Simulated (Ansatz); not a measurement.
Run this with Ansatz 0.2.0 through its Python package and show what comes out.

Contents of `c2h7opsi.xyz`:
```text
12

C     1.51730    0.90290   -0.17880
C     1.06050   -0.34960   -0.16930
Si   -0.66070   -0.73940    0.38040
O    -0.90060   -0.16640    1.98040
P    -2.11850    0.22150   -0.97250
H     0.89020    1.73120    0.13640
H     2.53250    1.10700   -0.50260
H     1.70770   -1.16290   -0.48100
H    -0.86060   -2.19580    0.34510
H    -0.27320   -0.69720    2.53290
H    -1.40800   -0.17820   -2.17480
H    -1.48660    1.52690   -0.89630
```

The script, `energy_c2h7opsi.py`:
```python
import sys

import ansatz

c2h7opsi = ansatz.Crystal.molecule_from_extxyz("c2h7opsi.xyz")

calculation = (
    c2h7opsi.calculation()
    .basis(gaussian="def2-SVP")
    .correlation("mp2", electrons="valence")
)
try:
    r = calculation.run(threads=1).report
except ansatz.AnsatzError as error:
    sys.exit(f"{type(error).__name__}: {error}")

for key in ("converged", "free_energy_ev", "reference_energy_ev", "n_frozen", "n_occupied", "n_virtual"):
    print(f"{key:22s} {r[key]}")

print("correlation energy", round(r["free_energy_ev"] - r["reference_energy_ev"], 5), "eV")
cluster = r["correlation"].get("coupled_cluster")
if cluster:
    print("cycles", cluster["cycles"], " T1 diagnostic", round(cluster["t1_diagnostic"], 4), " largest double", round(cluster["largest_double"], 4))
```

```console
$ python energy_c2h7opsi.py
converged              True
free_energy_ev         -21353.227549011834
reference_energy_ev    -21334.915482330398
n_frozen               13
n_occupied             [15, 15]
n_virtual              [85, 85]
correlation energy -18.31207 eV
```

Caveats:
- The settings weren't tested for convergence.
- The geometry is a force-field or estimated start, not a minimum of this method, and the basis set is short of its limit.
- Inner cores stay frozen, so this is valence correlation.
- The whole script took 2.1 s on 1 thread of Intel(R) Xeon(R) 6975P-C (Granite Rapids), with other jobs on the host, peak memory 0.3 GiB.

(Lines on the test bed's own set-up are left out of the output.)
